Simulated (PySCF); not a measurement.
# C2H3F5S: geometry, spin-spin couplings

What spin-spin couplings should C2H3F5S (`C=C[S@OH30](F)(F)(F)(F)F`) show?

Computed with PySCF 2.14.0, with density-fitted response routines of our own, on a single molecule in the gas phase. Atoms are numbered from 0 throughout.

## 1. Starting geometry

11 atoms, charge 0, multiplicity 1; geometry from: GFN2-xTB.

Bonds of the start (Å): C0–C1 1.30, C1–S2 1.84, S2–F3 1.61, S2–F4 1.66, S2–F5 1.66, S2–F6 1.66, S2–F7 1.66, C0–H8 1.08, C0–H9 1.08, C1–H10 1.07.

## 2. Optimising the geometry at PBE0-D3(BJ)/def2-SVP

What the job is given:

```
{"job": {"xc": "PBE0", "basis": "def2-SVP", "d3": "d3bj", "grid": 1, "kind": "geom"}, "charge": 0, "multiplicity": 1}
C      1.718085     0.424953     0.055186
C      0.803464    -0.431603    -0.308604
S     -0.969461    -0.087063     0.037122
F     -2.531090     0.178963     0.322798
F     -0.670565     0.395152     1.594548
F     -0.859152     1.491697    -0.454958
F     -1.392571    -0.540716    -1.497898
F     -1.204342    -1.640487     0.558343
H      1.450131     1.337936     0.560141
H      2.766666     0.252393    -0.134052
H      0.905119    -1.373214    -0.810519
```

**Question.** This job is followed by: B3LYP/6-31G* indirect spin-spin coupling, non-relativistic, gas phase. Predict these results of the whole session: point group; rotational constants (main isotopes); largest coupling of the table (B3LYP/6-31G*).

**Answer**, as computed:

| quantity | value |
| --- | --- |
| point group | Cs |
| rotational constants (main isotopes) | 2.52, 1.71, 1.68 GHz |
| largest coupling of the table (B3LYP/6-31G*) | 1J(S,F) S2–F3, -216.2 Hz |

**Reading.** The optimisation took 11 steps and gained 0.200 eV; among the close pairs (by a distance rule), S2–F4 changed most, from 1.658 to 1.608 Å. Of the pairs tabulated at B3LYP/6-31G*, S2–F3 couples most strongly (-216.2 Hz; Fermi contact -200.1 Hz). Couplings across rotatable bonds belong to this one conformer; where others are populated, the observed values are averages. Density functionals describe couplings to fluorine poorly, F–F couplings above all, so those rows are rough. The 2 measured couplings differ from the computed sizes by 1.2 Hz on average; vibrational averaging and surroundings are not included. Couplings from bases without tight functions are rough.
